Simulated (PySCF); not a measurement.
**C₂H₅ClOSi: electronic excitations and core binding energies**

What electronic excitations and core binding energies should C₂H₅ClOSi (`[SiH3]O/C=C/Cl`) show?

The runs use PySCF 2.14.0, with density-fitted response routines of our own; the level of theory stands in each step. All values are computed, except where a source is named. Atoms are numbered from 0 throughout.

**1. The molecule as given**

10 atoms, charge 0, multiplicity 1; geometry from: GFN2-xTB.

Bonds of the start (Å): Si0–O1 1.63, O1–C2 1.34, C2–C3 1.33, C3–Cl4 1.71, Si0–H5 1.46, Si0–H6 1.46, Si0–H7 1.45, C2–H8 1.08, C3–H9 1.08.

**2. Ultraviolet spectrum: B3LYP/def2-SVPD**

Job settings and geometry (Å):

```
{"job": {"kind": "uv", "xc": "B3LYP", "basis": "def2-SVPD", "nstates": 8, "ntriplets": 3}, "charge": 0, "multiplicity": 1}
Si    -1.874894    -0.223834     0.091372
O     -0.381588     0.430068    -0.030928
C      0.833226    -0.126156    -0.125492
C      1.926635     0.620756    -0.214497
Cl     3.483410    -0.086546    -0.336049
H     -2.163322    -1.055431    -1.078377
H     -1.970952    -1.051267     1.295261
H     -2.641292     1.007137     0.151420
H      0.886402    -1.208132    -0.126074
H      1.911258     1.698060    -0.217710
```

Method: TDDFT B3LYP/def2-SVPD, vertical, gas phase, core orbitals frozen in the response.

On the command line:

```
$ OMP_NUM_THREADS=1 python probes_run.py task.json out
```

This one command runs all jobs of the session in turn.

**Question.** This job is followed by: delta-SCF UKS SCAN, pcX-2 on the ionised atom, pcseg-1 elsewhere, spin-free X2C. What will the session give for the following? lowest singlet (B3LYP/def2-SVPD); brightest single state of those computed; lowest triplet; C1s binding energies, SCAN/pcX-2; Si1s binding energies, SCAN/pcX-2; Si2p binding energies, SCAN/pcX-2; O1s binding energies, SCAN/pcX-2; Cl1s binding energies, SCAN/pcX-2; Cl2p binding energies, SCAN/pcX-2.

**Answer**, as computed:

```
                                quantity                        value
        lowest singlet (B3LYP/def2-SVPD)  5.16 eV (240 nm), f = 0.001
brightest single state of those computed  state 2, 6.02 eV, f = 0.387
                          lowest triplet                      3.91 eV
        C1s binding energies, SCAN/pcX-2      C2 292.33, C3 291.45 eV
       Si1s binding energies, SCAN/pcX-2               Si0 1847.63 eV
       Si2p binding energies, SCAN/pcX-2                Si0 107.98 eV
        O1s binding energies, SCAN/pcX-2                 O1 538.85 eV
       Cl1s binding energies, SCAN/pcX-2               Cl4 2828.93 eV
       Cl2p binding energies, SCAN/pcX-2                Cl4 206.86 eV
```

In words: The lowest singlet, at 5.16 eV, is HOMO→LUMO 0.98 and is dark; of the 8 states computed, the strongest absorption comes from state 2 at 6.02 eV. The lowest triplet lies 1.25 eV below the lowest singlet (triplets in Tamm-Dancoff, singlets in full TDDFT). The C1s levels kept as sound span 0.88 eV, from C3 (β carbon of an enol-ether or enamine type C=C) up to C2 (alkene carbon bearing oxygen).
